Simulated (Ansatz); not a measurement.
# CH₃FSSi: basis-set convergence

One table from this session's results is given with a row withheld; the runs are named, their logs left out.

The runs use Ansatz 0.2.0, Gaussian basis; one geometry, several basis sets.

The runs, in order: PBE0-D4/def2-SVP; ωB97M-V/def2-SVP; PBE0-D4/def2-QZVPP; ωB97M-V/def2-QZVPP; the functionals' def2-TZVPP values are taken from earlier runs.

## The relaxed structure

The geometry comes from an earlier relaxation with PBE0-D4 in a triple-zeta def2 set; it is a stationary point, not always the lowest conformer.

7 atoms, charge 0, spin multiplicity 1.

Atoms are counted from 1 here; the program's logs count them from 0.

Bond lengths: F1–Si2 1.601 Å, Si2–C3 1.872 Å, Si2–H5 1.479 Å, Si2–H6 1.479 Å, C3–S4 1.611 Å, C3–H7 1.093 Å. Angles: F1–Si2–C3 110.5°, F1–Si2–H5 108.3°, F1–Si2–H6 108.4°, C3–Si2–H5 108.9°, C3–Si2–H6 108.9°, H5–Si2–H6 111.9°, Si2–C3–S4 115.8°, Si2–C3–H7 123.7°, S4–C3–H7 120.5°.

Coordinates:

```xyz
7
CH3FSSi
F    -1.7813    0.9842    0.0555
Si   -0.2014    0.7352   -0.0215
C     0.1749   -1.0978    0.0227
S     1.7349   -1.4955   -0.0440
H     0.2969    1.2961   -1.2964
H     0.4300    1.3826    1.1492
H    -0.5927   -1.8728    0.0888
```

Set-up of the first run:

The input, in.yaml:

```yaml
crystal:
  periodic: [false, false, false]
  atoms:
    - {symbol: F, position_ang: [-1.781259, 0.984173, 0.055522]}
    - {symbol: Si, position_ang: [-0.201360, 0.735220, -0.021473]}
    - {symbol: C, position_ang: [0.174891, -1.097850, 0.022746]}
    - {symbol: S, position_ang: [1.734896, -1.495497, -0.043998]}
    - {symbol: H, position_ang: [0.296885, 1.296102, -1.296439]}
    - {symbol: H, position_ang: [0.429961, 1.382630, 1.149227]}
    - {symbol: H, position_ang: [-0.592714, -1.872780, 0.088815]}
basis:
  gaussian: {orbitals: def2-SVP}
hamiltonian: {xc: pbe0, dispersion: d4}
output: {orbitals: {seedname: orbitals}}
```

Launch:

```bash
ansatz run in.yaml --threads 2 --pin off --events-out ev --progress --plain --max-ram 4352MiB
```

Among the steps run: PBE0-D4 in def2-SVP; ωB97M-V in def2-SVP; PBE0-D4 in def2-QZVPP; ωB97M-V in def2-QZVPP.

One table of the session follows, with a row left open; its other results are not shown here.

It belongs to the step «Density functionals: the series». 

```
functional       basis  HOMO (eV)  LUMO (eV)
   PBE0-D4    def2-SVP      -6.74      -2.98
   PBE0-D4  def2-TZVPP      -6.85      -3.12
   PBE0-D4  def2-QZVPP      -6.88      -3.16
   ωB97M-V    def2-SVP          ?          ?
   ωB97M-V  def2-TZVPP      -9.03      -0.92
   ωB97M-V  def2-QZVPP      -9.07      -0.98
```

Q: Estimate the row for ωB97M-V, def2-SVP from the others.

As computed: HOMO (eV): -8.89; LUMO (eV): -0.70. In the column «HOMO (eV)» it lies between ωB97M-V, def2-TZVPP (-9.03) and PBE0-D4, def2-QZVPP (-6.88).
